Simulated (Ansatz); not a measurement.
**Alloy of CsPbBr3 and CsSnBr3 (4 of 8 Pb sites exchanged), 40 atoms**

Wanted: the relaxed alloy cell and its gap (PBEsol and r²SCAN).

Program: Ansatz 0.2.0, PAW, plane waves. These are calculated values, not measurements.

**1. Starting point**

40 atoms (8 Cs, 4 Pb, 4 Sn, 24 Br); a = 11.632 Å, b = 11.632 Å, c = 11.632 Å, α = 90.00°, β = 90.00°, γ = 90.00°. All atoms were shaken off their sites by about 0.02 Å along each axis.

Plan of the steps: (2) PBEsol cell relaxation at the single k point (¼, ¼, ¼), on 1 × NVIDIA H100 80GB HBM3 with 2 threads of AMD EPYC 7R13; (3) r²SCAN single point at the single k point (¼, ¼, ¼), on 2 threads of AMD EPYC 7R13.

**2. Relaxing cell and atoms with PBEsol**

in.yaml reads:

```yaml
crystal:
  lattice:
    - [11.631665, 0.000000, 0.000000]
    - [0.000000, 11.631665, 0.000000]
    - [0.000000, 0.000000, 11.631665]
  atoms:
    - { symbol: Cs, position: [0.001400, 0.996511, 0.000965] }
    - { symbol: Cs, position: [0.998175, 0.001372, 0.502070] }
    - { symbol: Cs, position: [0.000314, 0.499199, 0.999611] }
    - { symbol: Cs, position: [0.000458, 0.500312, 0.499626] }
    - { symbol: Cs, position: [0.499473, 0.000037, 0.999664] }
    - { symbol: Cs, position: [0.498835, 0.997570, 0.498700] }
    - { symbol: Cs, position: [0.501971, 0.500387, 0.999687] }
    - { symbol: Cs, position: [0.497380, 0.501774, 0.502992] }
    - { symbol: Pb, position: [0.250930, 0.247131, 0.248729] }
    - { symbol: Pb, position: [0.252530, 0.748880, 0.749198] }
    - { symbol: Pb, position: [0.750439, 0.248927, 0.752045] }
    - { symbol: Pb, position: [0.751630, 0.750624, 0.250405] }
    - { symbol: Sn, position: [0.251587, 0.250764, 0.749267] }
    - { symbol: Sn, position: [0.250294, 0.751825, 0.248487] }
    - { symbol: Sn, position: [0.751733, 0.249894, 0.247913] }
    - { symbol: Sn, position: [0.747590, 0.747431, 0.753060] }
    - { symbol: Br, position: [0.252218, 0.250079, 0.996978] }
    - { symbol: Br, position: [0.251477, 0.246346, 0.498749] }
    - { symbol: Br, position: [0.251011, 0.748755, 0.001089] }
    - { symbol: Br, position: [0.250579, 0.753429, 0.498065] }
    - { symbol: Br, position: [0.748306, 0.248268, 0.999669] }
    - { symbol: Br, position: [0.749905, 0.250610, 0.499082] }
    - { symbol: Br, position: [0.751416, 0.748753, 0.998440] }
    - { symbol: Br, position: [0.750742, 0.748549, 0.500670] }
    - { symbol: Br, position: [0.001970, 0.250144, 0.248012] }
    - { symbol: Br, position: [0.002396, 0.249928, 0.748434] }
    - { symbol: Br, position: [0.000721, 0.752145, 0.247158] }
    - { symbol: Br, position: [0.000307, 0.751465, 0.750352] }
    - { symbol: Br, position: [0.500829, 0.249874, 0.250193] }
    - { symbol: Br, position: [0.501419, 0.250365, 0.750801] }
    - { symbol: Br, position: [0.499628, 0.748870, 0.250513] }
    - { symbol: Br, position: [0.501008, 0.751457, 0.746302] }
    - { symbol: Br, position: [0.248276, 0.001011, 0.250342] }
    - { symbol: Br, position: [0.250061, 0.997037, 0.748313] }
    - { symbol: Br, position: [0.252164, 0.500139, 0.248489] }
    - { symbol: Br, position: [0.248954, 0.497447, 0.750415] }
    - { symbol: Br, position: [0.753168, 0.999394, 0.251601] }
    - { symbol: Br, position: [0.748184, 0.001632, 0.749693] }
    - { symbol: Br, position: [0.749886, 0.500211, 0.249951] }
    - { symbol: Br, position: [0.753375, 0.499557, 0.751623] }
  symmetry: { detect: false }
kpoints:
  mp_grid: { grid: [1, 1, 1], shift: [0.25, 0.25, 0.25] }
hamiltonian:
  xc: pbesol
scf:
  occupations: { method: fermi_dirac, width: 0.01 }
relax:
  f_tol: 0.03
  max_steps: 80
  escape_saddle: false
  adjacent_minimum: "off"
  cell: { fix: [shape] }
output:
  forces: true
  eigenvalues: true
  populations: true
  write_density: true
  write_potential: true
  elf: true
  volumetric_format: npy
```

Command:

```bash
ansatz run in.yaml --threads 2 --pin off --max-ram 30400MiB --runs-dir r --events-out ev --progress --plain --backend cuda --devices 0, --max-vram 18GiB
```

The runs that follow: r²SCAN on the final geometry.

Before running it: what results should come out? Wanted: for each run, top filled to lowest empty.

The runs gave:

| level | time | top filled to lowest empty (eV) |
| --- | --- | --- |
| PBEsol, relaxation | 28 s (GPU) | 2.59 |
| r²SCAN | 2.6 min (2 CPU threads) | 2.88 |

```
     quantity                                                                         value
   relaxation                                              5 recorded steps, 0.12 eV gained
largest shift                                                                 0.07 Å (Br34)
 relaxed cell  a = 11.605 Å, b = 11.605 Å, c = 11.605 Å, α = 90.00°, β = 90.00°, γ = 90.00°
   mean bonds                                       Br–Cs 4.103, Br–Pb 2.933, Br–Sn 2.869 Å
```

**Reading.** The relaxation lowers the energy by 0.12 eV; the largest shift is 0.07 Å (Br34), while the volume changes by -0.7 %. The mean lengths of the listed bonds run from Br–Sn 2.87 Å to Br–Cs 4.10 Å. No spin–orbit coupling is included; with elements this heavy it would shift the edges. With one k point the spacing samples only the states that fold onto it, so it can exceed the gap over the zone.
